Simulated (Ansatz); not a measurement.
**CCSD/def2-SVPD (core potential) run of InF3 (SMILES [F][In]([F])[F])**

What is the electronic atomisation energy of InF3 at CCSD/def2-SVPD (core potential)? 

The calculation is run with Ansatz 0.2.0.

27 further runs of the same task are left out: 27 set aside as unsound or not needed. Runs told in other sessions of the task aren't counted.

## 1. The system as given

InF3: 4 atoms, total charge 0, spin state singlet. As SMILES, `[F][In]([F])[F]`. Geometry: relaxed at PBE0-D4/def2-TZVP.

Bond lengths: F1–In2 1.918 Å, In2–F3 1.918 Å, In2–F4 1.918 Å. Angles: F1–In2–F3 120.0°, F1–In2–F4 120.0°, F3–In2–F4 120.0°.

## 2. The energy at CCSD/def2-SVPD (core potential)

File in.yaml:

```yaml
crystal:
  periodic: [false, false, false]
  atoms:
    - symbol: F
      position_ang: [-1.305700, -0.375500, 1.339800]
    - symbol: In
      position_ang: [0.013900, -0.015100, -0.005100]
    - symbol: F
      position_ang: [1.768100, -0.777100, 0.143700]
    - symbol: F
      position_ang: [-0.421000, 1.107400, -1.498700]
basis:
  gaussian: {orbitals: def2-SVPD}
correlation: {method: ccsd, frozen_orbitals: {F: 1, In: 4}}
accuracy: high
scf: {omitted_lower_state_checks: [cluster_reference, increment]}
```

The run is started by

```console
$ ansatz run in.yaml --threads 1 --pin off --max-ram 2610MiB --events-out events.jsonl --progress --plain --runs-dir runs
```

Standard output (excerpt; [...] marks lines left out):

```text
Warning: RAYON_NUM_THREADS=1 ignored (pool sized by the plan → 1); use --threads N
Functional definition: HF
  name "HF"
[...]
2116 factors; integrals over basis functions are off by at most 1.3e-8 eV
[...]
mean field -13262.10088149 eV, -487.3732180199 hartree, gradient 1.6e-8 eV, S^2 0.000000; 0 other end points of the search recorded, 0 dependent functions left out
7 core orbitals not correlated: weight in the atoms' cores, before any rotation towards them, 1.000 or more for the frozen orbitals, at most 0.000 for the correlated occupied ones
reference -13262.10088149 eV, -487.3732180199 hartree; 17, 17 occupied and 77, 77 virtual orbitals, 2116 factors
second order -18.86818947 eV of doubles, -0.00000000 eV of singles
cycle   1  -18.21677546 eV  change    6.5e-1 eV  update   1.4e-1
[...]
cycle  19  -18.84722975 eV  change  -8.1e-11 eV  update   2.9e-9
Total energy: -13280.94811124 eV, -488.0658409383 hartree
Checks for a lower state left out: cluster_reference, increment
```

Wall time 35 s (1 thread of Arm Neoverse V1, shared host); peak memory 0.78 GiB.

## 3. The F atom, same level

File input.yaml:

```yaml
crystal:
  periodic: [false, false, false]
  atoms:
    - {symbol: F, position_ang: [0.000000, 0.000000, 0.000000]}
basis:
  gaussian: {orbitals: def2-SVPD}
magnetization: {spin_polarized: true, initial_magnetization: 1}
correlation: {method: ccsd, frozen_orbitals: {F: 1}}
accuracy: high
scf: {omitted_lower_state_checks: [cluster_reference, increment]}
```

Run the same way, it converges to -99.44764 Eh (log not shown).

## 4. The In atom at the same level

File input.yaml:

```yaml
crystal:
  periodic: [false, false, false]
  atoms:
    - symbol: In
      position_ang: [0.000000, 0.000000, 0.000000]
basis:
  gaussian:
    orbitals: def2-SVPD
magnetization:
  spin_polarized: true
  initial_magnetization: 1
correlation:
  method: ccsd
  frozen_orbitals: {In: 4}
accuracy: high
scf:
  omitted_lower_state_checks: [cluster_reference, increment]
```

The run is started by

```console
$ ansatz run input.yaml --threads 1 --pin off --max-ram 2610MiB --events-out events.jsonl --progress --plain --runs-dir runs
```

Standard output (excerpt; [...] marks lines left out):

```text
Warning: RAYON_NUM_THREADS=1 ignored (pool sized by the plan → 1); use --threads N
Functional definition: HF
  name "HF"
[...]
297 factors; integrals over basis functions are off by at most 1.1e-9 eV
[...]
mean field -5148.57937369 eV, -189.2068021506 hartree, gradient 2.8e-8 eV, S^2 0.762455; 3 other end points of the search recorded, 0 dependent functions left out
4 core orbitals not correlated: weight in the atoms' cores, before any rotation towards them, 1.000 or more for the frozen orbitals, at most 0.000 for the correlated occupied ones
reference -5148.57937369 eV, -189.2068021506 hartree; 7, 6 occupied and 21, 22 virtual orbitals, 297 factors
second order -1.40218162 eV of doubles, -0.00000000 eV of singles
cycle   1  -1.64680597 eV  change   -2.4e-1 eV  update   6.0e-2
[...]
cycle  16  -1.80096506 eV  change  -9.5e-11 eV  update   1.5e-9
Total energy: -5150.38033875 eV, -189.2729863958 hartree
Checks for a lower state left out: cluster_reference, increment
```

It took 0.56 s on 1 thread of Arm Neoverse V1, shared host.

## 5. What came out

Level: CCSD/def2-SVPD (core potential), 7 core orbitals frozen.

| quantity | value |
| --- | --- |
| molecule: total energy | -488.06584 Eh |
| molecule: correlation energy (7 core orbitals frozen) | -692.6 mEh |
| molecule: T1 diagnostic | 0.017 |
| F atom: total energy | -99.44764 Eh |
| F atom: correlation energy (1 core orbital frozen) | -158.0 mEh |
| F atom: ⟨S²⟩ of the reference determinant | 0.754 |
| F atom: T1 diagnostic | 0.010 |
| In atom: total energy | -189.27299 Eh |
| In atom: correlation energy (4 core orbitals frozen) | -66.2 mEh |
| In atom: ⟨S²⟩ of the reference determinant | 0.762 |
| In atom: T1 diagnostic | 0.008 |
| electronic atomisation energy | 12.243 eV |

**Reading.** Taking the molecule apart into free atoms costs 12.24 eV (1181 kJ/mol), before zero-point energy and without spin-orbit coupling.
